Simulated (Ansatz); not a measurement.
# Mo: pressure up to the limit of the methods

Aim: compress Mo (bcc type) step by step, far beyond the usual range, and follow pressure and electronic structure. The runs shown use PAW. Its runs: cell relaxed at zero pressure (PAW); volume scaled by 1 (PAW); volume scaled by 0.94 (PAW); volume scaled by 0.88 (PAW); volume scaled by 0.8 (PAW); volume scaled by 0.72 (PAW); volume scaled by 0.64 (PAW); volume scaled by 0.55 (PAW); volume scaled by 0.45 (PAW and PAW (core large)).

Method: DFT PBEsol, with the methods named in each step, in Ansatz 0.2.0.

1 further run of the same task is left out (set aside as unsound or not needed).

## 1. The structure to begin with

The structure is cubic, space group Im-3m (No. 229). The conventional cell has a = 3.147 Å, b = 3.147 Å, c = 3.147 Å, α = 90.00°, β = 90.00°, γ = 90.00°. Mo (site symmetry m-3m) has 8 Mo at 2.73 Å as nearest neighbours.

Structure file:

```xyz
1
Lattice="-1.5734 1.5734 1.5734 1.5734 -1.5734 1.5734 1.5734 1.5734 -1.5734" Properties=species:S:1:pos:R:3 pbc="T T T"
Mo    0.0000    0.0000    0.0000
```

Whether this phase is the stable one at these pressures isn't tested.

## 2. Cell relaxed at zero pressure, PAW

The input, input.yaml:

```yaml
crystal:
  lattice:
    - [-1.5733879534, 1.5733879534, 1.5733879534]
    - [1.5733879534, -1.5733879534, 1.5733879534]
    - [1.5733879534, 1.5733879534, -1.5733879534]
  atoms:
    - { symbol: Mo, position: [0.0, 0.0, 0.0] }
kpoints:
  mp_grid: { grid: [17, 17, 17] }
scf:
  occupations: { method: fermi_dirac, width: 0.08 }
hamiltonian:
  xc: pbesol
  pseudopotentials: { kind: paw }
output:
  forces: true
  stress: true
relax:
  f_tol: 0.005
  max_steps: 40
  cell: {}
```

Launch:

```sh
> ansatz run input.yaml --threads 1 --pin off --max-ram 2048MiB --backend cpu --events-out ev --progress --plain --runs-dir out
```

The runs that follow: Volume scaled by 1, PAW; Volume scaled by 0.94, PAW; Volume scaled by 0.88, PAW; Volume scaled by 0.8, PAW; Volume scaled by 0.72, PAW; Volume scaled by 0.64, PAW; Volume scaled by 0.55, PAW; Volume scaled by 0.45, PAW; Volume scaled by 0.45, PAW (core large).

What does the calculation give? Wanted: PAW pressure at 0.45 of the volume; PAW; fitted bulk modulus at zero pressure.

**Answer**, as computed:

```
                                       quantity       value
             PAW pressure at 0.45 of the volume  1021.0 GPa
PAW (core large) pressure at 0.45 of the volume  1021.0 GPa
     fitted bulk modulus at zero pressure (PAW)     291 GPa
                        its pressure derivative        3.78
```

**Reading.** At 0.45 of the starting volume PAW gives 1021 GPa. A third-order Birch-Murnaghan curve fits the range only roughly (B₀ = 291 GPa, B′ = 3.78, misfit at most 4.49 GPa). A fit over so wide a range leans to the high pressures, so B₀ can be off by several per cent. No all-electron run checks these rows here, and frozen cores can fail under such compression. The ions are at rest, and the electrons smeared by 0.08 eV.
